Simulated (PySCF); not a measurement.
**SeO₃: structure of the singlet**

The task is one start of a wider search on SeO₃: the singlet, from a trigonal pyramidal start. It is relaxed, tested by its Hessian and followed downhill if it is a saddle.

Program: PySCF 2.14.0. Level of theory: PBE0, basis Se def2-TZVP, O def2-TZVP, no relativity, density fitting. These are calculated values, not measurements.

### Step 1. The system as given

4 atoms, charge 0, spin multiplicity 1.

Bond lengths: Se1–O2 1.640 Å, Se1–O3 1.640 Å, Se1–O4 1.640 Å. Angles: O2–Se1–O3 99.8°, O2–Se1–O4 99.8°, O3–Se1–O4 99.8°.

Z-matrix (Å, degrees; charge 0 multiplicity 1):
```
Se
O  1 1.6400
O  1 1.6400 2 99.75
O  1 1.6400 2 99.75 3 -101.77
```

### Step 2. Relaxing the singlet from the trigonal pyramidal start

The steps below are one call of a driver around PySCF. For each, scf.py gives the equivalent set-up of the SCF; relaxations use the driver's own optimiser. Before each start the driver seeks the lowest SCF state from one or more starting densities and follows internal instabilities, so scf.py alone need not reach the same state.

The program finds C3v symmetry in the start, which this walk keeps. The walk stops when the largest gradient is under 0.0003 Eh/bohr and the energy has settled too.

The input, scf.py:

```python
from pyscf import gto, scf, dft
mol = gto.M(atom='''
Se     0.000000     0.000000    -0.288844
O      1.447997     0.000002     0.481056
O     -0.724001     1.254001     0.481056
O     -0.723997    -1.254004     0.481056''',
    basis={'Se': 'def2-TZVP', 'O': 'def2-TZVP'},
    charge=0, spin=0)
mf = dft.RKS(mol, xc='PBE0')
mf.grids.atom_grid = (50, 194)
aux = {'Se': 'def2-universal-JKFIT', 'O': 'def2-universal-JKFIT'}
mf = mf.density_fit(auxbasis=aux)
mf.kernel()
```

After this run come: Hessian and properties.

Q: Predict the outcome of this session. Wanted: minimum; geometry; wavenumbers; dipole moment; highest occupied, lowest empty level; polar-tensor charge of Se1; zero-point energy; atomisation energy.

As calculated:

| quantity | value |
| --- | --- |
| minimum | singlet, D3h |
| geometry | Se–O 1.588 Å (×3); O–Se–O 120.0° (×3) |
| wavenumbers (cm⁻¹) | 278 (a2''), 360 (e'), 955 (a1'), 1072 (e') |
| dipole moment | 0.00 D |
| highest occupied, lowest empty level | -10.16, -3.64 eV |
| polar-tensor charge of Se1 | +1.57 e |
| zero-point energy | 24.5 kJ/mol |
| entropy at 298.15 K | 273.9 J/(mol K) |
| atomisation energy (no zero-point energy) | 1059 kJ/mol |

**Reading.** From C3v at the start the molecule goes to a D3h minimum. The strongest infrared band lies at 1072 cm⁻¹ (e', stretch). Se1 has a polar-tensor charge of +1.6 e (a dipole derivative, not a static charge), yet symmetry cancels the bond dipoles. Only this shape and spin were tried, so other structures or states may lie lower.
